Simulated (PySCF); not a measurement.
# GeCl at other levels of theory

What do other methods print for GeCl?

Program: PySCF 2.14.0. Level of theory: method and basis as typed in the scripts. These are calculated values, not measurements.

3 further runs of the same task are left out: 3 that didn't finish.

## 1. The system as given

GeCl: 2 atoms, charge 0, spin multiplicity 2.

Bond lengths: Ge1–Cl2 1.917 Å.

## 2. The base run

input.py

```python
from pyscf import gto, scf, mp

mol = gto.M(
    atom='Ge 0 0 0; Cl 0 0 1.917',
    basis='ano-rcc-vdzp',
    charge=0,
    spin=1,
    verbose=3,
)
mf = scf.UHF(mol)
mf = mf.sfx2c1e()
mf.kernel()
mp.MP2(mf, frozen=14).kernel()
mf.dip_moment()
print('orbital energies (hartree):', [e[max(0, n-3):n+3].round(4) for e, n in zip(mf.mo_energy, mol.nelec)])
```

The run is started by

```console
$ OMP_NUM_THREADS=1 python input.py
```

## 3. SCF alone

Edit 1 changes step after the SCF: mp2 → none.

input.py, as its differences from that of step 2:

```diff
@@ -1,2 +1,2 @@
-from pyscf import gto, scf, mp
+from pyscf import gto, scf
 
@@ -12,3 +12,2 @@
 mf.kernel()
-mp.MP2(mf, frozen=14).kernel()
 mf.dip_moment()
```

## 4. ROHF

Edit 2 changes SCF type: UHF → ROHF.

input.py

```python
from pyscf import gto, scf, mp

mol = gto.M(
    atom='Ge 0 0 0; Cl 0 0 1.917',
    basis='ano-rcc-vdzp',
    charge=0,
    spin=1,
    verbose=3,
)
mf = scf.ROHF(mol)
mf = mf.sfx2c1e()
mf.kernel()
mp.MP2(mf, frozen=14).kernel()
mf.dip_moment()
print('orbital energies (hartree):', mf.mo_energy[..., max(0, mol.nelec[1]-3):mol.nelec[0]+3].round(4))
```

## 5. RHF

Edit 3 changes SCF type: UHF → RHF.

input.py

```python
from pyscf import gto, scf, mp

mol = gto.M(
    atom='Ge 0 0 0; Cl 0 0 1.917',
    basis='ano-rcc-vdzp',
    charge=0,
    spin=1,
    verbose=3,
)
mf = scf.RHF(mol)
mf = mf.sfx2c1e()
mf.kernel()
mp.MP2(mf, frozen=14).kernel()
mf.dip_moment()
print('orbital energies (hartree):', mf.mo_energy[..., max(0, mol.nelec[1]-3):mol.nelec[0]+3].round(4))
```

## 6. Frozen orbitals none

Edit 4 changes frozen orbitals: 14 → none.

input.py, as its differences from that of step 2:

```diff
@@ -12,3 +12,3 @@
 mf.kernel()
-mp.MP2(mf, frozen=14).kernel()
+mp.MP2(mf).kernel()
 mf.dip_moment()
```

What does the calculation give? Wanted: for each run, E(SCF); from base; gap, α spin; SCF dipole; after the SCF.

The runs gave:

```tsv
run	E(SCF) (hartree)	from base (eV)	gap, α spin (eV)	SCF dipole (D)	after the SCF
base	-2558.013593	0	7.63	0.47	MP2 correlation -9.714 eV, core frozen
SCF alone	-2558.013593	0.0000	7.63	0.47	n/a
ROHF	-2558.011918	+0.0456	n/a	0.48	MP2 correlation -9.729 eV, core frozen
RHF	-2558.011918	+0.0456	n/a	0.48	MP2 correlation -9.729 eV, core frozen
frozen orbitals none	-2558.013593	0.0000	7.63	0.47	MP2 correlation -11.679 eV
```

The largest comparable shift of the SCF energy, +0.046 eV, comes with the run “ROHF”.
